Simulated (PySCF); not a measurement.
# C₆H₉Cl₂NO: geometry, NMR shifts and electronic excitations

Aim: predict the NMR shifts and electronic excitations of C₆H₉Cl₂NO (`C=C[C@@H](C(=O)NC)C(Cl)Cl`).

Computed with PySCF 2.14.0, with density-fitted response routines of our own, on a single molecule in the gas phase. Atoms are numbered from 0 throughout.

**1. The molecule as given**

19 atoms, charge 0, multiplicity 1; geometry from: GFN2-xTB.

Bonds of the start (Å): C0–C1 1.32, C1–C2 1.50, C2–C3 1.54, C3–O4 1.21, C3–N5 1.34, N5–C6 1.44, C2–C7 1.52, C7–Cl8 1.77, C7–Cl9 1.78, C0–H10 1.08, C0–H11 1.08, C1–H12 1.08, C2–H13 1.09, N5–H14 1.01, C6–H15 1.09, C6–H16 1.09, C6–H17 1.09, C7–H18 1.09.

**2. Geometry optimisation at PBE0-D3(BJ)/def2-SVP**

Job settings and geometry (Å):

```
{"job": {"xc": "PBE0", "basis": "def2-SVP", "d3": "d3bj", "grid": 1, "kind": "geom"}, "charge": 0, "multiplicity": 1}
C     -1.789375     1.820141     0.428782
C     -1.423967     0.583040     0.707038
C     -0.788311    -0.345667    -0.288295
C      0.674206    -0.540363     0.162010
O      1.002572    -1.402101     0.944965
N      1.518466     0.365874    -0.362170
C      2.919912     0.412639    -0.018079
C     -1.475361    -1.703055    -0.287700
Cl    -0.835115    -2.701366    -1.608048
Cl    -3.230615    -1.520822    -0.488462
H     -1.684359     2.239538    -0.558763
H     -2.225319     2.462835     1.173118
H     -1.540527     0.174745     1.700890
H     -0.827663     0.085695    -1.292159
H      1.168000     1.072362    -0.988748
H      3.120641    -0.423900     0.648623
H      3.537403     0.320116    -0.912506
H      3.161752     1.347576     0.491043
H     -1.292145    -2.238037     0.647147
```

**Question.** This job is followed by: GIAO PBE0/pcSseg-1 NMR shielding, non-relativistic, gas phase; TDDFT wB97X-D/def2-SVPD, vertical, gas phase, core orbitals frozen in the response; GIAO wB97X-D/pcSseg-1 NMR shielding, non-relativistic, gas phase. Predict these results of the whole session: point group; rotational constants (main isotopes); 13C shifts against TMS (PBE0/pcSseg-1); 1H shifts against TMS (PBE0/pcSseg-1, means over atoms taken as alike); 17O shifts against H2O (PBE0/pcSseg-1); 15N shifts against NH3 (PBE0/pcSseg-1); 35Cl shifts against HCl (PBE0/pcSseg-1); lowest singlet (wB97X-D/def2-SVPD); brightest single state of those computed; lowest triplet; vertical ionisation energy (ΔSCF); range of the shift of Cl8.

As calculated:

| quantity | value |
| --- | --- |
| point group | C1 |
| rotational constants (main isotopes) | 1.24, 0.72, 0.52 GHz |
| 13C shifts against TMS (PBE0/pcSseg-1) | 170.2, 144.1, 129.0, 86.3, 70.2, 25.1 ppm |
| 1H shifts against TMS (PBE0/pcSseg-1, means over atoms taken as alike) | 5.99, 5.73, 5.55, 5.46, 4.37, 2.95, 2.25 ppm |
| 17O shifts against H2O (PBE0/pcSseg-1) | 383.2 ppm |
| 15N shifts against NH3 (PBE0/pcSseg-1) | 126.2 ppm |
| 35Cl shifts against HCl (PBE0/pcSseg-1) | 262, 246 ppm |
| lowest singlet (wB97X-D/def2-SVPD) | 5.74 eV (216 nm), f = 0.014 |
| brightest single state of those computed | state 2, 6.80 eV, f = 0.100 |
| lowest triplet | 4.40 eV |
| vertical ionisation energy (ΔSCF) | 9.56 eV |
| range of the shift of Cl8 | 256 to 262 ppm |

**Reading.** The optimisation took 11 steps and gained 0.077 eV; among the close pairs (by a distance rule), C0–H11 changed most, from 1.076 to 1.093 Å. C7 stands next to heavy halogen, whose spin-orbit shielding this run leaves out, so the computed shift lies too far downfield, most of all for carbon beside Br or I. H12 (hydrogen on an alkene CH) lies farthest downfield among hydrogen, at 5.99 ppm; olefinic region. At PBE0/pcSseg-1: The largest span, 716 ppm, is at O4, where the paramagnetic term is -451 ppm. The lowest singlet, at 5.74 eV, is HOMO→LUMO 0.39, HOMO→LUMO+2 0.18 and is weak; of the 10 states computed, the strongest absorption comes from state 2 at 6.80 eV. The lowest triplet lies 1.34 eV below the lowest singlet (triplets in Tamm-Dancoff, singlets in full TDDFT). The orbital energy would give 9.49 eV for ionisation, ΔSCF gives 9.56 eV. Across the 2 runs the shift of Cl8 moves most, between 256 (wB97X-D/pcSseg-1) and 262 ppm (PBE0/pcSseg-1). Part of that comes from the computed reference.
